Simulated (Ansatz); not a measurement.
# FGeH5OSSi: a ladder of functionals and wavefunction methods

An exercise on one series of results from a longer session: the logs are not shown, and one member is left open.

Program: Ansatz 0.2.0, Gaussian basis. Level of theory: functionals in def2-TZVPP, the program's frozen cores in correlated methods. These are calculated values, not measurements.

The runs, in order: PBE-D4, r2SCAN-D4, PBE0-D4, B3LYP-D4, ωB97X-V, ωB97M-V, B2PLYP; CCSD(T)/def2-TZVPP; MP2/def2-QZVPP; extrapolation to the limit.

## The relaxed structure

The geometry comes from an earlier relaxation with PBE0-D4 in a triple-zeta def2 set; it is a stationary point, not always the lowest conformer.

SMILES `[OH][GeH]([F])[S][SiH3]`, 10 atoms, charge 0, spin multiplicity 1.

Atoms are counted from 1 here; the program's logs count them from 0.

Bond lengths: O1–Ge2 1.764 Å, O1–H6 0.962 Å, Ge2–F3 1.739 Å, Ge2–S4 2.184 Å, Ge2–H7 1.529 Å, S4–Si5 2.154 Å, Si5–H8 1.482 Å, Si5–H9 1.483 Å, Si5–H10 1.480 Å. Angles: Ge2–O1–H6 111.8°, O1–Ge2–F3 104.1°, O1–Ge2–S4 108.1°, O1–Ge2–H7 114.1°, F3–Ge2–S4 111.1°, F3–Ge2–H7 106.5°, S4–Ge2–H7 112.7°, Ge2–S4–Si5 98.1°, S4–Si5–H8 110.8°, S4–Si5–H9 103.7°, S4–Si5–H10 111.5°, H8–Si5–H9 110.1°, H8–Si5–H10 110.7°, H9–Si5–H10 109.9°.

Set-up of the first run:

in.yaml reads:

```yaml
crystal:
  periodic: [false, false, false]
  atoms:
    - {symbol: O, position_ang: [0.189471, 1.585082, 0.605109]}
    - {symbol: Ge, position_ang: [0.947055, 0.111537, 1.210551]}
    - {symbol: F, position_ang: [-0.137369, -0.442558, 2.451432]}
    - {symbol: S, position_ang: [1.055174, -1.319866, -0.435691]}
    - {symbol: Si, position_ang: [-0.669725, -0.645715, -1.536363]}
    - {symbol: H, position_ang: [-0.454239, 1.937291, 1.226709]}
    - {symbol: H, position_ang: [2.300657, 0.337399, 1.885746]}
    - {symbol: H, position_ang: [-1.832594, -0.466711, -0.636057]}
    - {symbol: H, position_ang: [-0.930555, -1.750745, -2.490858]}
    - {symbol: H, position_ang: [-0.384776, 0.602884, -2.277678]}
basis:
  gaussian: {orbitals: def2-TZVPP}
hamiltonian: {xc: pbe, dispersion: d4}
output: {forces: true, orbitals: {seedname: orbitals}}
```

On the command line:

```
$ ansatz run in.yaml --threads 4 --pin off --events-out ev --progress --plain --max-ram 10444MiB
```

Among the steps run: PBE-D4 (GGA); r2SCAN-D4 (meta-GGA); PBE0-D4 (hybrid); B3LYP-D4 (hybrid); ωB97X-V (range-separated); ωB97M-V (range-separated); B2PLYP (double hybrid); CCSD(T) in def2-TZVPP; MP2 in def2-QZVPP.

One of the session's tables, all rows but one given; the rest of the session is left out.

It belongs to the step «Atomisation energies». 

```
            method  atomisation energy (kJ/mol)
            PBE-D4                       3237.0
         r2SCAN-D4                       3234.9
           PBE0-D4                       3178.8
          B3LYP-D4                       3192.6
           ωB97X-V                       3253.4
           ωB97M-V                       3225.6
            B2PLYP                       3170.3
     HF/def2-TZVPP                       2289.1
    MP2/def2-TZVPP                            ?
   CCSD/def2-TZVPP                       3099.4
CCSD(T)/def2-TZVPP                       3152.8
           MP2/CBS                       3302.7
       CCSD(T)/CBS                       3245.3
```

Q: Estimate the row for MP2/def2-TZVPP from the others.

The run gave: atomisation energy (kJ/mol): 3210.2. In the column «atomisation energy (kJ/mol)» it lies between B3LYP-D4 (3192.6) and ωB97M-V (3225.6).
